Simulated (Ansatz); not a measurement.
# VSn11O24: the cost of one run

Computed with Ansatz 0.2.0 (DFT, PBE, plane-wave PAW, default files, scalar-relativistic, as far as a step names no other, unless a step's input says otherwise).

1 further run of the same task is left out (it didn't finish).

### Step 1. The system as given

It takes space group Pmm2 (No. 25, orthorhombic). The conventional cell has a = 6.701 Å, b = 6.701 Å, c = 9.559 Å, α = 90.00°, β = 90.00°, γ = 90.00°. V (site symmetry mm2) is surrounded by 6 O at 1.96 to 2.15 Å. Sn (site symmetry mm2) has 6 O at 2.05 to 2.06 Å in its first shell of neighbours. Only part of the 24 independent sites is listed.

Coordinates:

```
V Sn O
1.0
     4.73800    4.73800    0.00000
    -4.73800    4.73800    0.00000
     0.00000    0.00000    9.55950
V Sn O
1 11 24
Direct
  0.00000 0.00000 0.01255
  0.00000 0.00000 0.33333
  0.00000 0.00000 0.66667
  0.50000 0.50000 0.00000
  0.50000 0.50000 0.33333
  0.50000 0.50000 0.66667
  0.50000 0.00000 0.16667
  0.50000 0.00000 0.50000
  0.50000 0.00000 0.83333
  0.00000 0.50000 0.16667
  0.00000 0.50000 0.50000
  0.00000 0.50000 0.83333
  0.30710 0.00000 0.00000
  0.30710 0.00000 0.33333
  0.30710 0.00000 0.66667
  0.80710 0.50000 0.00000
  0.80710 0.50000 0.33333
  0.80710 0.50000 0.66667
  0.50000 0.30710 0.16667
  0.50000 0.30710 0.50000
  0.50000 0.30710 0.83333
  0.00000 0.80710 0.16667
  0.00000 0.80710 0.50000
  0.00000 0.80710 0.83333
  0.69290 0.00000 0.00000
  0.69290 0.00000 0.33333
  0.69290 0.00000 0.66667
  0.19290 0.50000 0.00000
  0.19290 0.50000 0.33333
  0.19290 0.50000 0.66667
  0.50000 0.69290 0.16667
  0.50000 0.69290 0.50000
  0.50000 0.69290 0.83333
  0.00000 0.19290 0.16667
  0.00000 0.19290 0.50000
  0.00000 0.19290 0.83333
```

Atom 1 of the input is the impurity.

### Step 2. Relaxation of the positions

Contents of input.yaml:

```yaml
crystal:
  lattice:
    - [4.738, 4.738, 0.0]
    - [-4.738, 4.738, 0.0]
    - [0.0, 0.0, 9.5595]
  atoms:
    - { symbol: V, position: [0.0, 0.0, 0.0125529578], spin: 1.0 }
    - { symbol: Sn, position: [0.0, 0.0, 0.3333333333] }
    - { symbol: Sn, position: [0.0, 0.0, 0.6666666667] }
    - { symbol: Sn, position: [0.5, 0.5, 0.0] }
    - { symbol: Sn, position: [0.5, 0.5, 0.3333333333] }
    - { symbol: Sn, position: [0.5, 0.5, 0.6666666667] }
    - { symbol: Sn, position: [0.5, 0.0, 0.1666666667] }
    - { symbol: Sn, position: [0.5, 0.0, 0.5] }
    - { symbol: Sn, position: [0.5, 0.0, 0.8333333333] }
    - { symbol: Sn, position: [0.0, 0.5, 0.1666666667] }
    - { symbol: Sn, position: [0.0, 0.5, 0.5] }
    - { symbol: Sn, position: [0.0, 0.5, 0.8333333333] }
    - { symbol: O, position: [0.3071, 0.0, 0.0] }
    - { symbol: O, position: [0.3071, 0.0, 0.3333333333] }
    - { symbol: O, position: [0.3071, 0.0, 0.6666666667] }
    - { symbol: O, position: [0.8071, 0.5, 0.0] }
    - { symbol: O, position: [0.8071, 0.5, 0.3333333333] }
    - { symbol: O, position: [0.8071, 0.5, 0.6666666667] }
    - { symbol: O, position: [0.5, 0.3071, 0.1666666667] }
    - { symbol: O, position: [0.5, 0.3071, 0.5] }
    - { symbol: O, position: [0.5, 0.3071, 0.8333333333] }
    - { symbol: O, position: [0.0, 0.8071, 0.1666666667] }
    - { symbol: O, position: [0.0, 0.8071, 0.5] }
    - { symbol: O, position: [0.0, 0.8071, 0.8333333333] }
    - { symbol: O, position: [0.6929, 0.0, 0.0] }
    - { symbol: O, position: [0.6929, 0.0, 0.3333333333] }
    - { symbol: O, position: [0.6929, 0.0, 0.6666666667] }
    - { symbol: O, position: [0.1929, 0.5, 0.0] }
    - { symbol: O, position: [0.1929, 0.5, 0.3333333333] }
    - { symbol: O, position: [0.1929, 0.5, 0.6666666667] }
    - { symbol: O, position: [0.5, 0.6929, 0.1666666667] }
    - { symbol: O, position: [0.5, 0.6929, 0.5] }
    - { symbol: O, position: [0.5, 0.6929, 0.8333333333] }
    - { symbol: O, position: [0.0, 0.1929, 0.1666666667] }
    - { symbol: O, position: [0.0, 0.1929, 0.5] }
    - { symbol: O, position: [0.0, 0.1929, 0.8333333333] }
magnetization:
  spin_polarized: true
kpoints:
  mp_grid: { grid: [3, 3, 2] }
scf:
  occupations: { method: fermi_dirac, width: 0.01 }
hamiltonian:
  xc: pbe
  pseudopotentials: { kind: paw }
output:
  forces: true
  stress: true
  populations: true
  efg:
    quadrupole_moments_barn: { V: -0.052, Sn: -0.132, O: -0.02558 }
    contact_densities: true
relax:
  f_tol: 0.03
  max_steps: 40
```

On the command line:

```sh
ansatz run input.yaml --threads 4 --pin off --max-ram 10240MiB --backend cpu --events-out ev --progress --plain --runs-dir out
```

**Question.** How long does this run take on 4 threads of Arm Neoverse V1, shared host, and how much memory does it need?

About 4.8 min, with a peak of 2.6 GiB.
